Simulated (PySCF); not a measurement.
# C2ClF3O (CF3C(O)Cl): the cost of one run

The runs use PySCF 2.14.0, with density-fitted response routines of our own; the level of theory stands in each step. All values are computed, except where a source is named. Atoms count from 0, in the outputs and in this text.

## (1) The starting structure

7 atoms, charge 0, multiplicity 1; geometry from: GFN2-xTB. The atoms were then displaced at random by about 0.01 Å, so the start is not that level's minimum.

Bonds of the start (Å): O0–C1 1.17, C1–Cl2 1.71, C1–C3 1.52, C3–F4 1.34, C3–F5 1.34, C3–F6 1.34.

## (2) Geometry optimisation at PBE0-D3(BJ)/def2-TZVP

Job settings and geometry (Å):

```
{"job": {"xc": "PBE0", "basis": "def2-TZVP", "d3": "d3bj", "grid": 2, "shake": 0.01, "kind": "geom"}, "charge": 0, "multiplicity": 1}
O      1.209060     1.366030    -0.542830
C      0.830940     0.366070    -0.070360
Cl     1.859840    -0.777170     0.680080
C     -0.602440    -0.125600    -0.037780
F     -1.055630    -0.316250     1.209890
F     -0.767190    -1.287630    -0.676020
F     -1.440630     0.745440    -0.612900
```

Run with:

```
$ OMP_NUM_THREADS=1 python probes_run.py task.json out
```

The driver reads the jobs from task.json and runs them one after another.

**Question.** How long does this first job take on 1 thread of Arm Neoverse N1, shared host, and how much memory does it need?

About 3.4 min, with a peak of 0.9 GiB.
